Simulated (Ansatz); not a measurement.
# C2H7AlOS: the cost of one run

Program: Ansatz 0.2.0. Level of theory: RKS PBE0-D4/STO-3G. These are calculated values, not measurements.

## Step 1: The starting structure

Bond lengths: C1–S2 1.833 Å, S2–C3 1.797 Å, C3–O4 1.423 Å, C3–Al5 2.020 Å, C1–H6 1.038 Å, C1–H7 1.134 Å, C1–H8 1.121 Å, C3–H9 1.173 Å, O4–H10 0.988 Å, Al5–H11 1.557 Å, Al5–H12 1.632 Å. Angles (14 of 17 angles, heavy atoms first): C1–S2–C3 93.5°, S2–C3–O4 115.2°, S2–C3–Al5 110.3°, O4–C3–Al5 107.0°, S2–C1–H6 112.2°, S2–C1–H7 105.6°, S2–C1–H8 107.8°, S2–C3–H9 110.9°, O4–C3–H9 107.0°, Al5–C3–H9 105.9°, C3–O4–H10 104.4°, C3–Al5–H11 119.5°, C3–Al5–H12 119.3°, H6–C1–H7 109.5°.

Structure file:

```xyz
12

C    -1.8331   -0.5637    0.9895
S    -1.1848    0.3501   -0.4609
C     0.5309    0.0895    0.0050
O     0.9832   -1.2571   -0.0743
Al    1.7497    1.1925   -1.1690
H    -1.5571   -1.5640    0.9776
H    -2.9618   -0.4818    0.9207
H    -1.5208   -0.0085    1.9117
H     0.7270    0.4531    1.1028
H     0.7017   -1.5589   -0.9722
H     1.7498    0.9564   -2.7081
H     2.6923    2.3374   -0.4889
```

## Step 2: Relaxing end A

The input, input.yaml:

```yaml
crystal:
  periodic: [false, false, false]
  atoms:
    - { symbol: C, position_ang: [-1.8331, -0.5637, 0.9895] }
    - { symbol: S, position_ang: [-1.1848, 0.3501, -0.4609] }
    - { symbol: C, position_ang: [0.5309, 0.0895, 0.005] }
    - { symbol: O, position_ang: [0.9832, -1.2571, -0.0743] }
    - { symbol: Al, position_ang: [1.7497, 1.1925, -1.169] }
    - { symbol: H, position_ang: [-1.5571, -1.564, 0.9776] }
    - { symbol: H, position_ang: [-2.9618, -0.4818, 0.9207] }
    - { symbol: H, position_ang: [-1.5208, -0.0085, 1.9117] }
    - { symbol: H, position_ang: [0.727, 0.4531, 1.1028] }
    - { symbol: H, position_ang: [0.7017, -1.5589, -0.9722] }
    - { symbol: H, position_ang: [1.7498, 0.9564, -2.7081] }
    - { symbol: H, position_ang: [2.6923, 2.3374, -0.4889] }
basis:
  gaussian: { orbitals: STO-3G }
hamiltonian:
  xc: pbe0
  dispersion: d4
relax:
  f_tol: 0.015
  max_steps: 40
output:
  orbitals: {}
```

On the command line:

```
> ansatz run input.yaml --threads 1 --pin off --max-ram 2048MiB --backend cpu --events-out ev --progress --plain --runs-dir out
```

**Question.** How long does this run take on 1 thread of Intel Xeon 6975P-C (Granite Rapids), shared host, and how much memory does it need?

About 60 s, with a peak of 0.16 GiB.
